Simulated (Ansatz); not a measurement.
# C2H4AlBS: small, medium and large basis sets

How large a basis does C2H4AlBS need? Two functionals are run in growing sets.

Method: one geometry, several basis sets; program: Ansatz 0.2.0, Gaussian basis.

Levels to be run: PBE0-D4/def2-SVP; ωB97M-V/def2-SVP; PBE0-D4/def2-QZVPP; ωB97M-V/def2-QZVPP; the functionals' def2-TZVPP values are taken from earlier runs.

### Step 1. Structure used throughout

The geometry comes from an earlier relaxation with PBE0-D4 in a triple-zeta def2 set; it is a stationary point, not always the lowest conformer.

SMILES `BS[C]1=[CH][AlH]1`, 9 atoms, charge 0, spin multiplicity 1.

Atoms are counted from 1 here; the program's logs count them from 0.

Bond lengths: B1–S2 1.762 Å, B1–H6 1.192 Å, B1–H7 1.193 Å, S2–C3 1.748 Å, C3–C4 1.367 Å, C3–Al5 1.861 Å, C4–Al5 1.855 Å, C4–H8 1.088 Å, Al5–H9 1.568 Å. Angles: S2–B1–H6 120.5°, S2–B1–H7 116.2°, H6–B1–H7 123.4°, B1–S2–C3 104.8°, S2–C3–C4 127.7°, S2–C3–Al5 164.1°, C4–C3–Al5 68.1°, C3–C4–Al5 68.7°, C3–C4–H8 128.2°, Al5–C4–H8 163.1°, C3–Al5–C4 43.2°, C3–Al5–H9 157.9°, C4–Al5–H9 158.9°.

### Step 2. PBE0-D4 in def2-SVP

The input, in.yaml:

```yaml
crystal:
  periodic: [false, false, false]
  atoms:
    - {symbol: B, position_ang: [0.301098, 1.568356, -1.575609]}
    - {symbol: S, position_ang: [0.704885, -0.138349, -1.409388]}
    - {symbol: C, position_ang: [0.096622, -0.589348, 0.165615]}
    - {symbol: C, position_ang: [0.159711, -1.815663, 0.766950]}
    - {symbol: Al, position_ang: [-0.692942, -0.575859, 1.851290]}
    - {symbol: H, position_ang: [-0.270454, 2.141840, -0.701126]}
    - {symbol: H, position_ang: [0.630533, 2.089579, -2.596381]}
    - {symbol: H, position_ang: [0.597400, -2.733551, 0.380231]}
    - {symbol: H, position_ang: [-1.438352, 0.006593, 3.101319]}
basis:
  gaussian: {orbitals: def2-SVP}
hamiltonian: {xc: pbe0, dispersion: d4}
output: {orbitals: {seedname: orbitals}}
```

Run with:

```sh
ansatz run in.yaml --threads 2 --pin off --events-out ev --progress --plain --max-ram 4352MiB
```

The runs that follow: ωB97M-V in def2-SVP; PBE0-D4 in def2-QZVPP; ωB97M-V in def2-QZVPP.

**Question.** What will the summary of the whole plan be? Wanted: PBE0-D4: double and triple zeta above quadruple; ωB97M-V: double and triple zeta above quadruple.

The runs gave:

```
                                       quantity          value
PBE0-D4: double and triple zeta above quadruple  9.79, 0.68 eV
ωB97M-V: double and triple zeta above quadruple  9.86, 0.65 eV
```

**Reading.** For PBE0-D4 the step from double to triple zeta gains 9.11 eV and the next only 0.68 eV. Total energies overstate the basis error of differences, where much of it tends to cancel.
